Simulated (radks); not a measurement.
**Os²⁺ in [Xe] 4f14 5d6: an all-electron calculation**

Wanted: eigenvalues, radial structure and energy terms of the osmium ion Os2+.

Method: scalar-relativistic Kohn-Sham, BP86, spin-unpolarised, spherical densities, finite nucleus. Code: radks (a radial shooting solver on a logarithmic mesh, Libxc functionals) version 1.

### 1 The atom as given

```
element            : osmium (Z = 76)
charge             : +2
electrons          : 74
configuration      : [Xe] 4f14 5d6
nuclear rms radius : 5.4126 fm
```

The outer shells:

Os²⁺
```
[Xe] core
4f [↑↓][↑↓][↑↓][↑↓][↑↓][↑↓][↑↓]
5d [↑↓][↑ ][↑ ][↑ ][↑ ]
```

### 2 The run

The run's settings:

```text
Z 76
configuration [Xe] 4f14 5d6 6s0 6p0
relativity scalar-relativistic
functional b88,p86
spin unpolarised
nucleus finite rms 5.4126 fm
c 137.035999084
```

What does the calculation give?

**Answer**, as computed:

```
                        quantity                value
                    total energy  -17251.8168 hartree
exchange-correlation share of it               1.97 %
                            −T/E               1.1079
          highest occupied level       5d, -23.060 eV
    most extended occupied level  5d, <r> = 1.70 bohr
 radius at density 0.001 e/bohr³            3.66 bohr
    maxima of the radial density                    4
         ionisation energy, NIST       25 (theory) eV
```

What this shows: The radial density shows 4 maxima for 5 occupied principal shells; where shells overlap, one shows as a shoulder or not at all. Relativity lifts −T/E to 1.108. Minus the highest eigenvalue, 23.060 eV, is 92 % of the tabulated ionisation energy (25 eV). Spin polarisation and multiplet splitting are left out. Spin-orbit splitting is averaged out at the scalar-relativistic level.
